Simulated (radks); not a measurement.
**Tc³⁶⁺ in [He] 2s2 2p3: an all-electron calculation**

The task here is to estimate one member of a computed series from the others.

The numbers are computed with radks (a radial shooting solver on a logarithmic mesh, Libxc functionals) version 1 (scalar-relativistic Kohn-Sham, LDA (Slater exchange, Perdew-Zunger correlation), spin-polarised, spherical densities, finite nucleus; open shells are filled with parallel spins first), except any that are marked as measured or tabulated.

**What is computed**

```
element            : technetium (Z = 43)
charge             : +36
electrons          : 7
configuration      : [He] 2s2 2p3
nuclear rms radius : 4.4112 fm
```

Outer shells as boxes (Hund's rule):

Tc³⁶⁺
```
[He] core
2s [↑↓]
2p [↑ ][↑ ][↑ ]
```

Set-up of the first run:

Settings of this run:

```text
Z 43
configuration [He] 2s2 2p3 3s0 3p0
relativity scalar-relativistic
functional lda,pz
spin polarised
nucleus finite rms 4.4112 fm
c 137.035999084
```

Command:

```sh
$ python run_ks.py task.json out
```

The same process makes all the runs of this session.

Steps of the session up to this table: Self-consistent calculation.

One of the session's tables, all rows but one given; the rest of the session is left out.

It belongs to the step «Shells». From the orbitals of this run (lengths in bohr):

```
  level      <r>  outermost maximum (interpolated)  90 % within  nodes
  1s up  0.03424                            0.0223       0.0613      0
1s down  0.03420                            0.0223       0.0612      0
  2s up   0.1430                             0.123        0.219      1
2s down   0.1436                             0.123        0.220      1
  2p up   0.1231                            0.0972        0.199      0
2p down   0.1238                            0.0975        0.200      0
  3s up        ?                                 ?            ?      ?
3s down   0.3373                             0.323        0.488      2
  3p up   0.3202                             0.304        0.473      1
3p down   0.3221                             0.306        0.475      1
```

**Question.** Estimate the row for 3s up.

**Answer.** <r>: 0.3357; outermost maximum (interpolated): 0.321; 90 % within: 0.486; nodes: 2. In the column «<r>» it lies between 3p down (0.3221) and 3s down (0.3373).

Limits of these values: Open shells are spherical and high-spin; term and fine-structure splittings are not resolved.
